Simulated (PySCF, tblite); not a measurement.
# Al₂H₁₀O₁₂Si₂, a fragment of a glass network (3-ring with tail): infrared bands, NMR shifts and electronic excitations, part 2 of 2

tblite 0.8.0 and PySCF 2.14.0. Atoms count from 0, parts from 1.

## 5. Excited states and response: B3LYP/def2-SVP

Job settings and geometry (Å):

```
{"job": {"kind": "uv", "xc": "B3LYP", "basis": "def2-SVP", "nstates": 6, "ntriplets": 2, "ip": false}, "charge": 0, "multiplicity": 1}
O     -2.267923    -0.599607    -0.061499
Al    -1.627062    -1.414121     1.277169
O     -0.722911    -0.371397     2.406815
O     -2.448915    -2.621865     2.022497
O      0.040445    -1.896398     0.760277
Al     0.831414    -0.311614     1.278388
O      2.235570    -0.408968     2.148202
O      0.427766     1.288609     0.727940
Si     0.016088     2.139747    -0.542384
O      0.476988     3.694508    -0.507833
O     -1.601071     2.134246    -0.736646
O      0.710980     1.444725    -1.865233
Si     0.975554    -0.141097    -1.915763
O      2.038396    -0.491609    -3.081368
O     -0.356060    -1.021889    -2.035226
O      1.810936    -0.594159    -0.544669
H     -2.309370     0.322580    -0.295836
H     -0.947753     0.241235     3.098869
H     -3.126102    -3.257481     2.168228
H      0.367553    -2.561769     0.161521
H      2.652176    -0.631157     2.963528
H      1.400744     3.887867    -0.383425
H     -1.974087     2.860487    -1.229486
H      1.745509    -0.448322    -3.984418
H     -1.067782    -0.937361    -1.364000
H      2.718916    -0.305190    -0.465649
```

Method: TDDFT B3LYP/def2-SVP, vertical, gas phase, core orbitals frozen in the response.

Standard output:

```text
coarse grid: 25728 points
cycle   1  E = -1971.0571376104  dE =  3.325e+00  |g| = 2.379e+00  |ddm| = 5.682e+00
cycle   2  E = -1969.8900109636  dE =  1.167e+00  |g| = 3.431e+00  |ddm| = 5.195e+00
cycle   3  E = -1972.0670998360  dE = -2.177e+00  |g| = 2.234e-01  |ddm| = 3.604e+00
cycle   4  E = -1972.0737826845  dE = -6.683e-03  |g| = 1.275e-01  |ddm| = 2.735e-01
cycle   5  E = -1972.0766321121  dE = -2.849e-03  |g| = 1.704e-02  |ddm| = 9.308e-02
cycle   6  E = -1972.0766775858  dE = -4.547e-05  |g| = 7.734e-03  |ddm| = 1.911e-02
cycle   7  E = -1972.0766879955  dE = -1.041e-05  |g| = 1.651e-03  |ddm| = 6.597e-03
cycle   8  E = -1972.0766884765  dE = -4.811e-07  |g| = 4.284e-04  |ddm| = 1.724e-03
final grid: 235848 points
cycle   9  E = -1972.4193614233  dE = -9.634e-05  |g| = 4.252e-03  |ddm| = 3.995e-02
cycle  10  E = -1972.4193579294  dE =  3.494e-06  |g| = 6.282e-03  |ddm| = 8.552e-03
cycle  11  E = -1972.4193651175  dE = -7.188e-06  |g| = 6.080e-04  |ddm| = 4.972e-03
cycle  12  E = -1972.4193651791  dE = -6.162e-08  |g| = 2.949e-04  |ddm| = 8.270e-04
cycle  13  E = -1972.4193651938  dE = -1.473e-08  |g| = 9.927e-05  |ddm| = 2.825e-04
cycle  14  E = -1972.4193651956  dE = -1.762e-09  |g| = 1.817e-05  |ddm| = 8.833e-05
cycle  15  E = -1972.4193651957  dE = -5.230e-11  |g| = 1.025e-05  |ddm| = 2.110e-05
converged SCF energy = -1972.4193651957

Static polarisability (au): isotropic 95.436, principal 91.023 91.337 103.948

Singlet excitations
state   eV       nm        f      main configurations
  1   7.1714    172.9   0.00862   H->L 0.93
  2   7.2342    171.4   0.01115   H-1->L 0.93
  3   7.3605    168.4   0.00681   H-2->L 0.87
  4   7.4658    166.1   0.00517   H-3->L 0.88
  5   7.5921    163.3   0.06360   H-4->L 0.90
  6   7.7434    160.1   0.01630   H-5->L 0.86

Triplet excitations (Tamm-Dancoff, eV): 6.9879 7.0540
```

Wall time 6.3 min (1 thread of Intel Xeon at 2.50GHz, shared host); peak memory 1.6 GiB.

The orbitals next to the gap, with their largest atomic shares:

| orbital | eV | atoms |
| --- | --- | --- |
| HOMO−3 | -8.00 | O6 52 %, O3 20 %, O2 7 % |
| HOMO−2 | -7.91 | O3 42 %, O6 20 %, O2 10 % |
| HOMO−1 | -7.77 | O6 39 %, O3 24 %, O0 12 % |
| HOMO | -7.71 | O3 32 %, O6 25 %, O0 25 % |
| LUMO | 0.31 | Al1 13 %, Al5 10 %, H25 9 % |
| LUMO+1 | 1.13 | Al1 19 %, H17 12 %, H23 10 % |
| LUMO+2 | 1.34 | H22 26 %, H21 15 %, H23 12 % |

With each of the 6 states as a Gaussian band of 0.4 eV half-width at 1/e, the curve within the window shown has maxima at 164 nm (ε 3,900) L/(mol cm). Beyond the last state computed it falls off for lack of states. The curve at chosen wavelengths:

```tsv
nm	ε (L/mol/cm)
154	1149
155	1477
157	2217
158	2596
159	2955
161	3536
162	3727
164	3875
165	3832
166	3721
168	3336
169	3089
170	2822
172	2269
173	2001
174	1746
176	1289
177	1092
178	915
180	624
181	507
183	325
184	256
185	200
187	118
188	89
```

Ground-state properties from the same run:

| property | computed |
| --- | --- |
| dipole moment (D) | 1.34 |
| polarisability (Å³) | 14.14 |
| HOMO–LUMO gap (eV) | 8.01 |
| −ε(HOMO) (eV) | 7.71 |

## 6. NMR shieldings: LC-wPBE/pcSseg-0 in benzene

Same as in step 5 but for these lines:

```diff
@@ -1,2 +1,2 @@
-{"job": {"kind": "uv", "xc": "B3LYP", "basis": "def2-SVP", "nstates": 6, "ntriplets": 2, "ip": false}, "charge": 0, "multiplicity": 1}
+{"job": {"kind": "nmr", "xc": "LC-wPBE", "basis": "pcSseg-0", "pop": false, "solvent": "benzene"}, "charge": 0, "multiplicity": 1}
 O     -2.267923    -0.599607    -0.061499
```

With the program's defaults for keys left out, this is: GIAO LC-wPBE/pcSseg-0 NMR shielding, non-relativistic, IEF-PCM benzene.

Standard output:

```text
coarse grid: 25728 points
cycle   1  E = -1968.8061095067  dE =  3.234e+00  |g| = 1.907e+00  |ddm| = 5.465e+00
cycle   2  E = -1968.9916417328  dE = -1.855e-01  |g| = 1.670e+00  |ddm| = 2.840e+00
cycle   3  E = -1969.4298354606  dE = -4.382e-01  |g| = 8.647e-02  |ddm| = 1.285e+00
cycle   4  E = -1969.4312353531  dE = -1.400e-03  |g| = 5.887e-02  |ddm| = 1.325e-01
cycle   5  E = -1969.4317898555  dE = -5.545e-04  |g| = 6.338e-03  |ddm| = 4.379e-02
cycle   6  E = -1969.4318002766  dE = -1.042e-05  |g| = 2.539e-03  |ddm| = 1.088e-02
cycle   7  E = -1969.4318024698  dE = -2.193e-06  |g| = 9.542e-04  |ddm| = 3.166e-03
final grid: 235848 points
cycle   8  E = -1969.2981879927  dE = -2.010e-04  |g| = 4.768e-03  |ddm| = 3.545e-02
cycle   9  E = -1969.2981923400  dE = -4.347e-06  |g| = 2.999e-03  |ddm| = 6.502e-03
cycle  10  E = -1969.2981937100  dE = -1.370e-06  |g| = 9.990e-04  |ddm| = 2.667e-03
cycle  11  E = -1969.2981939121  dE = -2.021e-07  |g| = 1.855e-04  |ddm| = 1.137e-03
cycle  12  E = -1969.2981939200  dE = -7.854e-09  |g| = 8.875e-05  |ddm| = 2.836e-04
cycle  13  E = -1969.2981939217  dE = -1.680e-09  |g| = 1.642e-05  |ddm| = 9.985e-05
cycle  14  E = -1969.2981939218  dE = -1.223e-10  |g| = 7.686e-06  |ddm| = 5.096e-05
converged SCF energy = -1969.2981939218

GIAO shielding tensors (ppm)
atom      isotropic    diamagn.    paramagn.     s11        s22        s33       span
  0 O      341.333     403.988     -62.655    316.259    336.296    371.444     55.184
  1 Al     511.796     790.311    -278.515    462.548    501.479    571.361    108.812
  2 O      334.945     400.054     -65.109    290.809    326.849    387.176     96.368
  3 O      358.278     398.205     -39.927    343.501    346.351    384.981     41.480
  4 O      314.628     398.483     -83.856    271.545    317.151    355.187     83.642
  5 Al     539.836     788.475    -248.639    467.291    538.320    613.897    146.606
  6 O      357.419     399.318     -41.899    336.691    352.296    383.269     46.578
  7 O      292.393     413.248    -120.855    284.527    294.135    298.517     13.990
  8 Si     419.871     876.204    -456.332    388.059    423.310    448.246     60.187
  9 O      325.360     405.195     -79.834    309.095    310.978    356.008     46.913
 10 O      323.531     398.165     -74.635    286.965    326.683    356.944     69.979
 11 O      269.361     425.131    -155.770    252.339    272.691    283.051     30.712
 12 Si     409.911     876.437    -466.527    370.178    421.006    438.548     68.369
 13 O      327.495     400.973     -73.478    305.294    320.467    356.723     51.429
 14 O      304.982     411.694    -106.713    292.058    298.707    324.179     32.122
 15 O      295.798     402.676    -106.878    256.213    303.630    327.551     71.337
 16 H       30.777      31.621      -0.844     19.036     25.771     47.524     28.487
 17 H       31.788      32.104      -0.317     22.774     24.888     47.701     24.927
 18 H       30.869      30.513       0.356     21.810     22.120     48.677     26.867
 19 H       31.479      32.041      -0.562     22.912     27.145     44.380     21.467
 20 H       31.342      31.358      -0.016     22.141     22.819     49.066     26.926
 21 H       31.614      31.582       0.033     22.853     26.230     45.761     22.908
 22 H       31.474      29.244       2.229     22.479     24.727     47.214     24.735
 23 H       31.452      30.019       1.433     22.369     25.055     46.931     24.561
 24 H       27.751      31.782      -4.032     16.461     19.959     46.832     30.371
 25 H       30.893      32.077      -1.184     22.032     26.266     44.381     22.348
```

It took 3.2 min on 1 thread of Intel Xeon at 2.50GHz, shared host; peak memory 1.3 GiB.

In short: σ O11 269.4, O7 292.4, O15 295.8, O14 305.0, H24 27.75, H16 30.78 ppm.

## 7. Run by run: NMR shifts

Isotropic shieldings (ppm) of some atoms, chosen among heavy atoms and hydrogens apart, with basis size and wall time:

| run | H24 | H16 | O11 | O7 | O14 | O2 | O0 | functions | time |
| --- | --- | --- | --- | --- | --- | --- | --- | --- | --- |
| PBE0/pcSseg-1 | 24.33 | 28.34 | 218.6 | 240.1 | 264.3 | 291.7 | 301.9 | 350 | 7.7 min |
| LC-wPBE/pcSseg-0 in benzene | 27.75 | 30.78 | 269.4 | 292.4 | 305.0 | 334.9 | 341.3 | 180 | 3.2 min |

## 8. What came out

The summary covers parts 1 to 2.

| quantity | value |
| --- | --- |
| strongest single infrared mode (GFN2-xTB) | 3062 cm⁻¹ |
| ¹H shifts against TMS (PBE0/pcSseg-1) | 7.39, 3.37, 2.75, 2.17, 1.98, 1.88, 1.87, 1.85, 1.76, 1.47 ppm |
| ¹⁷O shifts against H2O (PBE0/pcSseg-1) | 117.5, 96.0, 77.9, 71.8, 57.3, 47.5, 47.4, 44.4, 40.5, 34.2, 3.7, -1.6 ppm |
| ²⁷Al shifts against AlH4- (PBE0/pcSseg-1) | -26.8, -48.9 ppm |
| ²⁹Si shifts against TMS (PBE0/pcSseg-1) | -76.3, -83.0 ppm |
| lowest singlet (B3LYP/def2-SVP) | 7.17 eV (173 nm), f = 0.009 |
| brightest single state of those computed | state 5, 7.59 eV, f = 0.064 |
| lowest triplet | 6.99 eV |
| range of the shielding of O7 | 240.1 to 292.4 ppm |

**Reading.** On relaxing, metal atoms bound new neighbours (O2–Al5). No mode is imaginary at GFN2-xTB; the softest lies at 58 cm⁻¹. At PBE0/pcSseg-1: The widest tensor belongs to Al5: span 143 ppm, with a paramagnetic part of -257 ppm. The first singlet state (HOMO→LUMO 0.93) lies at 7.17 eV and is weak; of the 6 states computed, the strongest absorption comes from state 5 at 7.59 eV. The lowest triplet lies 0.18 eV below the lowest singlet (triplets in Tamm-Dancoff, singlets in full TDDFT). The basis of B3LYP/def2-SVP has no diffuse functions, so Rydberg states are missing and the high states are unreliable. In ppm, O7 moves most: its shielding spreads over 52.3 ppm, from 240.1 (PBE0/pcSseg-1) to 292.4 (LC-wPBE/pcSseg-0 in benzene). A capped cluster stands for the solid here, so long-range fields and strain are missing, and bands or shifts of the capping hydrogens have no counterpart in it.
